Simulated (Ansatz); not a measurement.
**ClF2H7O3Si2 (built from SMILES F[Si](F)(Cl)O[SiH3].O.O): search for a transition state**

Wanted: the transition state of a ligand exchange through a proton shuttle (form Si1–O8, H7–O10, O2–H9 and break Si1–O2, H7–O8, H9–O10). The guess is relaxed with those distances held, a saddle search follows, and vibrations and two downhill relaxations check it.

Program: Ansatz 0.2.0, Gaussian basis. Level of theory: PBE0-D4, def2-SVP first, then def2-TZVP. These are calculated values, not measurements.

190 further runs of the same task are left out: 190 set aside as unsound or not needed.

## 1. The system as given

The guess: 15 atoms, charge 0, spin multiplicity 1.

Atoms are counted from 1 here; the program's logs count them from 0.

Bond lengths: Si1–O2 1.715 Å, Si1–F4 1.680 Å, Si1–F5 1.623 Å, Si1–Cl6 2.110 Å, Si1–O8 1.695 Å, O2–Si3 1.648 Å, Si3–H11 1.455 Å, Si3–H12 1.464 Å, Si3–H13 1.457 Å, H7–O10 1.011 Å, O8–H14 0.956 Å, H9–O10 1.170 Å, O10–H15 0.972 Å. Angles: O2–Si1–F4 91.0°, O2–Si1–F5 106.9°, O2–Si1–Cl6 100.1°, O2–Si1–O8 100.2°, F4–Si1–F5 86.7°, F4–Si1–Cl6 168.9°, F4–Si1–O8 85.2°, F5–Si1–Cl6 90.3°, F5–Si1–O8 151.8°, Cl6–Si1–O8 92.5°, Si1–O2–Si3 131.3°, O2–Si3–H11 108.4°, O2–Si3–H12 97.9°, O2–Si3–H13 108.0°, H11–Si3–H12 114.0°, H11–Si3–H13 113.6°, H12–Si3–H13 113.6°, Si1–O8–H14 117.8° and more.

Geometry (Å):

```xyz
15
charge 0, multiplicity 1
Si   -1.1138    0.2001    0.5284
O     0.2674    0.1649   -0.4872
Si    0.5383    0.8174   -1.9756
F    -1.2439   -1.4736    0.4602
F    -2.4134    0.2483   -0.4434
Cl   -1.2742    2.2775    0.8618
H     0.8425   -1.0906    1.6434
O    -0.3843   -0.0602    2.0365
H     1.0071   -0.7421    0.0995
O     1.3623   -1.5254    0.8928
H     0.4258    2.2640   -1.8691
H     1.9104    0.3393   -2.1581
H    -0.4135    0.2251   -2.9060
H    -0.3557    0.6719    2.6504
H     0.8448   -2.3168    0.6665
```

Distances that are to change: Si1–O8 1.70 Å, H7–O10 1.01 Å, O2–H9 1.31 Å, Si1–O2 1.71 Å, H7–O8 1.65 Å, H9–O10 1.17 Å.

## 2. Relaxing the guess with the reacting distances held

The input, hold/in.yaml:

```yaml
crystal:
  periodic: [false, false, false]
  atoms:
    - {symbol: Si, position_ang: [-1.113800, 0.200100, 0.528400]}
    - {symbol: O, position_ang: [0.267400, 0.164900, -0.487200]}
    - {symbol: Si, position_ang: [0.538300, 0.817400, -1.975600]}
    - {symbol: F, position_ang: [-1.243900, -1.473600, 0.460200]}
    - {symbol: F, position_ang: [-2.413400, 0.248300, -0.443400]}
    - {symbol: Cl, position_ang: [-1.274200, 2.277500, 0.861800]}
    - {symbol: H, position_ang: [0.842500, -1.090600, 1.643400]}
    - {symbol: O, position_ang: [-0.384300, -0.060200, 2.036500]}
    - {symbol: H, position_ang: [1.007100, -0.742100, 0.099500]}
    - {symbol: O, position_ang: [1.362300, -1.525400, 0.892800]}
    - {symbol: H, position_ang: [0.425800, 2.264000, -1.869100]}
    - {symbol: H, position_ang: [1.910400, 0.339300, -2.158100]}
    - {symbol: H, position_ang: [-0.413500, 0.225100, -2.906000]}
    - {symbol: H, position_ang: [-0.355700, 0.671900, 2.650400]}
    - {symbol: H, position_ang: [0.844800, -2.316800, 0.666500]}
basis:
  gaussian: {orbitals: def2-SVP}
hamiltonian: {xc: pbe0, dispersion: d4}
relax: {f_tol: 0.04, max_steps: 150, escape_saddle: false, constraints: [{distance: [0, 7]}, {distance: [6, 9]}, {distance: [1, 8]}, {distance: [0, 1]}, {distance: [6, 7]}, {distance: [8, 9]}]}
```

On the command line:

```
$ ansatz run in.yaml --threads 4 --pin off --events-out ev --progress --plain --max-ram 66560MiB --backend cuda --devices 0, --max-vram 37GiB
```

Further steps of the session: A starting Hessian; Saddle search in the small basis; Saddle search in triple zeta; Vibrations at the point found; Relaxing after a step of 0.30 Å one way along the mode; Relaxing after a step of 0.30 Å the other way along the mode.

Q: Predict the outcome of this session. Wanted: imaginary mode; barrier from the start side; barrier from the end side; energy of the step; pairs that change; zero-point energy at the saddle.

**Answer**, as computed:

| quantity | value |
| --- | --- |
| imaginary mode | 265i cm⁻¹ |
| barrier from the start side | 52.5 kJ/mol |
| barrier from the end side | 25.2 kJ/mol |
| energy of the step | +27.3 kJ/mol |
| pairs that change | Si1–O8 tightened, O2–H9 formed, H7–O10 formed, H7–O8 broken, H9–O10 broken |
| zero-point energy at the saddle | 2.413 eV |

In words: One imaginary mode, 265i cm⁻¹, makes this a first-order saddle. It joins the planned start and end. At PBE0-D4/def2-TZVP the electronic barrier is 52.5 kJ/mol, about 21 kT at 298 K, and the step runs 27.3 kJ/mol uphill. A step off the saddle overshot and began above it in energy, so the link to its end is likely but not proven.
